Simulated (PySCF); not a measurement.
# RuNH: relaxation and vibrations of the triplet

Where does triplet RuNH go from a PBE0 minimum start, is the end point a minimum, and what are its modes, charges and moments?

Method: PBE0, basis Ru def2-TZVP with ECP28, N def2-TZVP, H def2-TZVP, scalar-relativistic core potentials, no spin–orbit coupling, density fitting; program: PySCF 2.14.0.

## Step 1: Starting geometry

3 atoms, charge 0, spin multiplicity 3.

Bond lengths: Ru1–N2 1.594 Å, Ru1–H3 1.610 Å. Angles: N2–Ru1–H3 107.0°.

Coordinates in bohr (charge 0 multiplicity 3):
```
Ru   -0.0284    0.3529    0.0000
N     0.0000   -2.6600    0.0000
H     2.8725    1.2710    0.0000
```

## Step 2: First SCF at the start

One driver script runs all steps and calls PySCF; scf.py shows how it sets up the SCF of each step. The optimiser is the driver's own. After this first run the driver tries any further starts and a stability analysis.

scf.py reads:

```python
from pyscf import gto, scf, dft
mol = gto.M(atom='''
Ru    -0.015030     0.186770    -0.000000
N     -0.000000    -1.407610    -0.000000
H      1.520080     0.672560     0.000000''',
    basis={'Ru': 'def2-TZVP', 'N': 'def2-TZVP', 'H': 'def2-TZVP'},
    ecp={'Ru': 'def2-TZVP'},
    charge=0, spin=2)
mf = dft.UKS(mol, xc='PBE0')
mf.grids.atom_grid = (50, 194)
aux = {'Ru': 'def2-universal-JKFIT', 'N': 'def2-universal-JKFIT', 'H': 'def2-universal-JKFIT'}
mf = mf.density_fit(auxbasis=aux)
mf.conv_tol = 1e-08
mf.diis_space = 10
mf.max_cycle = 60
mf.init_guess = 'minao'
mf.verbose = 4
mf.kernel()
```

Command:

```sh
$ OMP_NUM_THREADS=2 python axn.py task.json out
```

The log of the run:

```text
init E= -142.272475317001
[... the frontier-level lines of each cycle are left out ...]
cycle= 1 E= -149.459458909762  delta_E= -7.19  |g|= 1.28  |ddm|= 3.15
cycle= 2 E= -143.115250046269  delta_E= 6.34  |g|= 3.09  |ddm|= 4.59
cycle= 3 E= -149.684361836973  delta_E= -6.57  |g|= 0.962  |ddm|= 4.54
cycle= 4 E= -149.953461332818  delta_E= -0.269  |g|= 0.507  |ddm|= 0.587
cycle= 5 E= -150.078339341856  delta_E= -0.125  |g|= 0.106  |ddm|= 0.472
cycle= 6 E= -150.08308621281  delta_E= -0.00475  |g|= 0.0437  |ddm|= 0.0778
cycle= 7 E= -150.083822812273  delta_E= -0.000737  |g|= 0.0288  |ddm|= 0.0307
cycle= 8 E= -150.084389174461  delta_E= -0.000566  |g|= 0.0143  |ddm|= 0.0347
cycle= 9 E= -150.084615310871  delta_E= -0.000226  |g|= 0.00307  |ddm|= 0.0265
cycle= 10 E= -150.08464903555  delta_E= -3.37e-05  |g|= 0.00244  |ddm|= 0.00946
cycle= 11 E= -150.084669313551  delta_E= -2.03e-05  |g|= 0.00123  |ddm|= 0.0077
cycle= 12 E= -150.084678103351  delta_E= -8.79e-06  |g|= 0.000485  |ddm|= 0.00735
cycle= 13 E= -150.08467864992  delta_E= -5.47e-07  |g|= 0.000141  |ddm|= 0.0014
cycle= 14 E= -150.08467874128  delta_E= -9.14e-08  |g|= 4e-05  |ddm|= 0.000743
cycle= 15 E= -150.084678743804  delta_E= -2.52e-09  |g|= 1.58e-05  |ddm|= 8.6e-05
Extra cycle  E= -150.084678744253  delta_E= -4.49e-10  |g|= 2.51e-05  |ddm|= 3.67e-05
converged SCF energy = -150.084678744253  <S^2> = 2.0133303  2S+1 = 3.0088737
```

This step, with its further starts and checks, took 7.9 s on 2 threads of Arm Neoverse V1, shared host.

The starts that the driver tried:

| start | energy (Eh) |
| --- | --- |
| the minimal-basis guess | -150.084679 |
| a thermally smeared density | -150.097759 |
| a smeared PBE density | -150.097759 |

This is not the lowest solution: one lies 34.3 kJ/mol lower, at -150.09776 Eh, and the relaxation starts from that.

## Step 3: Relaxation: PBE0 minimum start, triplet

The program finds Cs symmetry in the start, which this walk keeps.

Edit scf.py of step 2 so:

```diff
@@ -3,3 +3,3 @@
-Ru    -0.015030     0.186770    -0.000000
-N     -0.000000    -1.407610    -0.000000
-H      1.520080     0.672560     0.000000''',
+Ru    -0.015033     0.186773     0.000000
+N     -0.000003    -1.407607     0.000000
+H      1.520077     0.672563     0.000000''',
@@ -16 +15,0 @@
-mf.init_guess = 'minao'
```

Energy and gradient, step by step:

| step | energy (Eh) | change (kJ/mol) | largest symmetric gradient (Eh/bohr) |
| --- | --- | --- | --- |
| 0 | -150.097759 | 0.00 | 0.00006 |

The walk took 1 s.

Geometry (Å) and forces (eV/Å) at some steps:

```
step 0
Ru  -0.015   0.187   0.000   0.002   0.003   0.000
N    0.000  -1.408   0.000  -0.001  -0.002   0.000
H    1.520   0.673   0.000  -0.001  -0.002   0.000
```

End point (Cs, 0 steps, 0.0 kJ/mol gained): Ru–H 1.610 Å, Ru–N 1.594 Å; H–Ru–N 107.0°.

## Step 4: Hessian and properties

On the finer grid the gradient is checked again; gradients at displacements of ±0.02 bohr then give force constants and infrared intensities.

Edit scf.py of step 3 so:

```diff
@@ -10 +10 @@
-mf.grids.atom_grid = (50, 194)
+mf.grids.atom_grid = (75, 302)
@@ -13 +13 @@
-mf.conv_tol = 1e-08
+mf.conv_tol = 1e-10
```

This SCF starts from the last density.

SCF at the final geometry:

```text
init E= -150.097770398519
[... the frontier-level lines of each cycle are left out ...]
cycle= 1 E= -150.097770398521  delta_E= -1.53e-12  |g|= 1.62e-06  |ddm|= 1.69e-06
Extra cycle  E= -150.097770398507  delta_E= 1.39e-11  |g|= 6.61e-06  |ddm|= 3.64e-06
converged SCF energy = -150.097770398507  <S^2> = 2.0205128  2S+1 = 3.0136442
```

The whole step took 32 s.

Geometry: Cs; Ru–H 1.610 Å, Ru–N 1.594 Å; H–Ru–N 107.0°.

Harmonic modes (main isotopes):

```
symmetry  ω (cm⁻¹)  IR (km/mol)  μ (u)     type
      a'       622         51.8   1.10     bend
      a'      1118          114  14.78  stretch
      a'      2003          112   1.02  stretch
```

All wavenumbers are real: a minimum.

Constants and moments:

```
Dipole moment                                                   : 2.37 D
Highest occupied level                                          : -5.83 eV
Lowest empty level                                              : -3.33 eV
Rotational constants                                            : 7.226, 0.5305, 0.4942 cm⁻¹
Zero-point energy                                               : 22.4 kJ/mol
Principal polarisabilities                                      : 45.5, 47.8, 52.2 bohr³
Atomisation energy without zero-point energy                    : 679 kJ/mol
Principal traceless quadrupole moments about the centre of mass : -2.89, -0.03, 2.92 D Å
Entropy at 298.15 K and 1 bar (electronic part: spin only)      : 260.4 J/(mol K)
Heat capacity Cp at 298.15 K                                    : 38.5 J/(mol K)
Enthalpy at 298.15 K above 0 K                                  : 10.37 kJ/mol
Rotational symmetry number                                      : 1
Spin squared ⟨S²⟩                                               : 2.021
```

Charges (e) and bond orders:

```csv
atom,Mulliken,Löwdin,polar tensor,spin (Mulliken),Mayer order to Ru1
Ru1,0.49,0.24,0.76,1.76,–
N2,-0.43,-0.20,-0.54,0.25,2.75
H3,-0.06,-0.05,-0.21,-0.01,0.94
```

Outer orbital energies (eV). α occupied: -21.43, -11.52, -11.10, -10.90, -10.02, -8.06, -7.58, -5.83; empty: -3.06, -1.41, -0.82, 0.31. β occupied: -51.88, -51.58, -21.05, -10.75, -10.53, -10.14, -9.00, -7.40; empty: -3.33, -2.47, -2.30, -0.84.

Mulliken populations on Ru1 (outside its core potential): s 2.64, p 6.27, d 6.58, f 0.01.

## Step 5: Summary of results

| quantity | value |
| --- | --- |
| minimum | triplet, Cs |
| geometry | Ru–H 1.610 Å, Ru–N 1.594 Å; H–Ru–N 107.0° |
| wavenumbers (cm⁻¹) | 622 (a'), 1118 (a'), 2003 (a') |
| dipole moment | 2.37 D |
| highest occupied, lowest empty level (either spin) | -5.83, -3.33 eV |
| polar-tensor charge of Ru1 | +0.76 e |
| zero-point energy | 22.4 kJ/mol |
| entropy at 298.15 K | 260.4 J/(mol K) |
| atomisation energy (no zero-point energy) | 679 kJ/mol |
| ⟨S²⟩ | 2.021 |

The molecule stays Cs, as typed, and the end point is a minimum. In the infrared the band at 1118 cm⁻¹ (a', stretch) leads. Most of the spin sits on Ru1 (Mulliken spin 1.76, against 2 for the whole molecule). The first SCF alone would have been 34 kJ/mol too high. Other starts or spin states, not run here, may lie lower. Open d and f shells are described by one determinant, and the ground state may have another occupation or spin.

The search up to here took 42 s.
